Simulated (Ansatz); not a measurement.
# MgRh: the cost of one run

Program: Ansatz 0.2.0. Level of theory: DFT, PBEsol, PAW with Ansatz's default frozen-core files, scalar-relativistic. These are calculated values, not measurements.

## (1) The system as given

The structure is cubic, space group Pm-3m (No. 221). Conventional cell: a = 3.099 Å, b = 3.099 Å, c = 3.099 Å, α = 90.00°, β = 90.00°, γ = 90.00°. Around Mg (site symmetry m-3m) lie 8 Rh at 2.68 Å. Rh (site symmetry m-3m) has 8 Mg at 2.68 Å as nearest neighbours.

As a file:

```cif
data_structure
_symmetry_space_group_name_H-M 'P 1'
_symmetry_Int_Tables_number 1
_cell_length_a 3.0992
_cell_length_b 3.0992
_cell_length_c 3.0992
_cell_angle_alpha 90.000
_cell_angle_beta 90.000
_cell_angle_gamma 90.000
_cell_volume 29.77
loop_
_atom_site_label
_atom_site_type_symbol
_atom_site_fract_x
_atom_site_fract_y
_atom_site_fract_z
_atom_site_occupancy
Mg1 Mg 0.00000 0.00000 0.00000 1
Rh1 Rh 0.50000 0.50000 0.50000 1
```

Whether this phase is the stable one at these pressures isn't tested.

Atoms are numbered in the order of the input: Mg1, Rh2.

## (2) Volume scaled by 1, PAW

File input.yaml:

```yaml
crystal:
  lattice:
    - [3.0992, 0.0, 0.0]
    - [0.0, 3.0992, 0.0]
    - [0.0, 0.0, 3.0992]
  atoms:
    - { symbol: Mg, position: [0.0, 0.0, 0.0] }
    - { symbol: Rh, position: [0.5, 0.5, 0.5] }
kpoints:
  mp_grid: { grid: [12, 12, 12] }
  band_path:
    path:
      - [0.0, 0.0, 0.0]
      - [0.0, 0.5, 0.0]
      - [0.5, 0.5, 0.0]
      - [0.0, 0.0, 0.0]
      - [0.5, 0.5, 0.5]
      - [0.0, 0.5, 0.0]
      - [0.5, 0.5, 0.5]
      - [0.5, 0.5, 0.0]
    npoints: 6
scf:
  occupations: { method: fermi_dirac, width: 0.05 }
hamiltonian:
  xc: pbesol
  pseudopotentials: { kind: paw }
output:
  forces: true
  stress: true
  eigenvalues: true
  populations: true
  write_density: true
  write_potential: true
  elf: true
  volumetric_format: npy
```

Command:

```console
$ ansatz run input.yaml --threads 1 --pin off --max-ram 2048MiB --backend cpu --events-out ev --progress --plain --runs-dir out
```

Q: Estimate wall time and peak memory on 1 thread of AMD EPYC 7R43 (Zen 3), shared host.

About 5.4 s, with a peak of 0.37 GiB.
